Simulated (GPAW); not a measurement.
Set up this calculation in GPAW 26.7.0, as an ASE script.

- Task: band structure
- Functional: revPBE
- Potentials or basis: the program's PAW data sets (release 1.2.1) made for this functional
- Cutoff: 600 eV
- Basis: pw
- k mesh: 5 × 5 × 4
- Occupations: fermi-dirac, width 0.05 eV
- Spin: collinear spin, ferromagnetic start
- Starting moments: [1.0, 1.0, 0.0, 0.6, 0.0] μB
- Ranks: 8
- Maxiter: 150
- Band path: GMKGALHA,LM,KH
- Band points: 60

The system is NiMoIrPdW.

```
CELL_PARAMETERS angstrom
4.11705 0.00000 0.00000
-2.05853 3.56547 0.00000
0.00000 0.00000 5.44580
ATOMIC_POSITIONS crystal
Ni 0.00000 0.00000 0.95775
Mo 0.66667 0.33333 0.96161
Pd 0.66667 0.33333 0.46295
Ir 0.33333 0.66667 0.72572
W 0.33333 0.66667 0.23642
```

The cell was built by a generator and needn't be a form met in nature.

One way to write it, as run:

run.py

```python
from ase import Atoms
from ase.dft.bandgap import bandgap
from ase.io import write
from ase.units import GPa
from ase.parallel import parprint
from gpaw import GPAW, PW

atoms = Atoms(['Ni', 'Mo', 'Pd', 'Ir', 'W'],
              cell=[[4.1170512982, 0.0, 0.0],
                    [-2.0585256491, 3.5654710129, 0.0],
                    [0.0, 0.0, 5.4458]],
              scaled_positions=[[0.0, 0.0, 0.95775],
                                [0.6666666667, 0.3333333333, 0.96161],
                                [0.6666666667, 0.3333333333, 0.46295],
                                [0.3333333333, 0.6666666667, 0.72572],
                                [0.3333333333, 0.6666666667, 0.23642]],
              pbc=True)
atoms.set_initial_magnetic_moments([1.0, 1.0, 0.0, 0.6, 0.0])

calc = GPAW(mode=PW(600),
            xc='revPBE',
            kpts={'size': (5, 5, 4), 'gamma': True},
            occupations={'name': 'fermi-dirac', 'width': 0.05},
            nbands=64,
            convergence={'density': 1e-05, 'energy': 1e-05},
            maxiter=150,
            txt='gpaw.txt')
atoms.calc = calc
energy = atoms.get_potential_energy()
forces = atoms.get_forces()
stress = atoms.get_stress()
calc.write('gs.gpw')
write('result.traj', atoms)
parprint(f'Energy: {energy:.6f} eV')
parprint('Forces (eV/A):')
parprint(forces.round(4))
parprint('Stress (GPa):', (stress / GPa).round(3))
parprint('Moments:', calc.get_magnetic_moments().round(3))
parprint('Fermi level:', round(calc.get_fermi_level(), 4), 'eV')
parprint(f'Gap: {bandgap(calc)[0]:.4f} eV, direct: {bandgap(calc, direct=True)[0]:.4f} eV')

path = atoms.cell.bandpath('GMKGALHA,LM,KH', npoints=60, eps=1e-4)
bs_calc = calc.fixed_density(kpts=path, symmetry='off', nbands=87,
                             convergence={'bands': 'CBM+6.0', 'eigenstates': 1e-6}, txt='bands.txt')
bs = bs_calc.band_structure()
bs.write('bs.json')
parprint(f'Gap on the path: {bandgap(bs_calc)[0]:.4f} eV')
```

Potentials or basis: the program's PAW data sets (release 1.2.1) made for this functional, pw.

Launch:

```console
$ OMP_NUM_THREADS=1 mpirun -n 8 gpaw python run.py
```

It gave:

| Quantity | Value |
| --- | --- |
| Pressure | 3.1 GPa |
| Largest force | 0.209 eV/Å |
| Band gap along the path | none (metal or under the smearing width) |
| Net moment | 0.00 μB per cell |

Caveat: the stock nickel data set gives pressures a few GPa off other programs; spin-orbit coupling is left out, which moves the levels of the heavy elements.

It took 73 s on 8 MPI ranks on Intel(R) Xeon(R) Platinum 8488C (Sapphire Rapids), with other jobs on the host, peak memory 0.36 GiB a rank.
